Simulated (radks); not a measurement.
# Ionisation of Pd³²⁺: one atom, several choices of functional

The task here is to estimate one member of a computed series from the others.

Program: radks (a radial shooting solver on a logarithmic mesh, Libxc functionals) version 1. Level of theory: scalar-relativistic Kohn-Sham, spin-polarised, spherical densities, point nucleus; open shells are filled with parallel spins first. These are calculated values, not measurements, unless marked.

2 further runs of the same task are left out: 2 set aside as unsound or not needed.

## The system

```
element       : palladium (Z = 46)
charge        : +32
electrons     : 14
configuration : [Ne] 3s2 3p2
ion           : Pd³³⁺, [Ne] 3s2 3p1
choices       : exchange-only LDA; OLYP; XLYP; PBE
```

The outer shells:

Pd³²⁺
```
[Ne] core
3s [↑↓]
3p [↑ ][↑ ][  ]
```

Pd³³⁺
```
[Ne] core
3s [↑↓]
3p [↑ ][  ][  ]
```

Set-up of the first run:

Settings of this run:

```text
Z 46
configuration [Ne] 3s2 3p2
relativity scalar-relativistic
functional lda,
spin polarised
nucleus point
c 137.035999084
```

Among the steps run: exchange-only LDA: Pd³²⁺.

One table of the session follows, with a row left open; its other results are not shown here.

It belongs to the step «exchange-only LDA: Pd³²⁺». Radial moments (bohr):

| level | <r> | outermost maximum (interpolated) | 90 % within | nodes |
| --- | --- | --- | --- | --- |
| 2s up | 0.1366 | 0.116 | 0.210 | 1 |
| 2s down | 0.1365 | 0.116 | 0.210 | 1 |
| 2p up | 0.1187 | 0.0927 | 0.193 | 0 |
| 2p down | 0.1187 | 0.0927 | 0.192 | 0 |
| 3s up | 0.3341 | 0.316 | 0.484 | 2 |
| 3s down | 0.3345 | 0.316 | 0.485 | 2 |
| 3p up | ? | ? | ? | ? |
| 3p down | 0.3241 | 0.304 | 0.479 | 1 |

**Question.** Estimate the row for 3p up.

The run gave: <r>: 0.3237; outermost maximum (interpolated): 0.304; 90 % within: 0.478; nodes: 1. In the column «<r>» it lies between 2s up (0.1366) and 3p down (0.3241).

Caveats from the session: Open shells are spherical and high-spin; term and fine-structure splittings are not resolved.
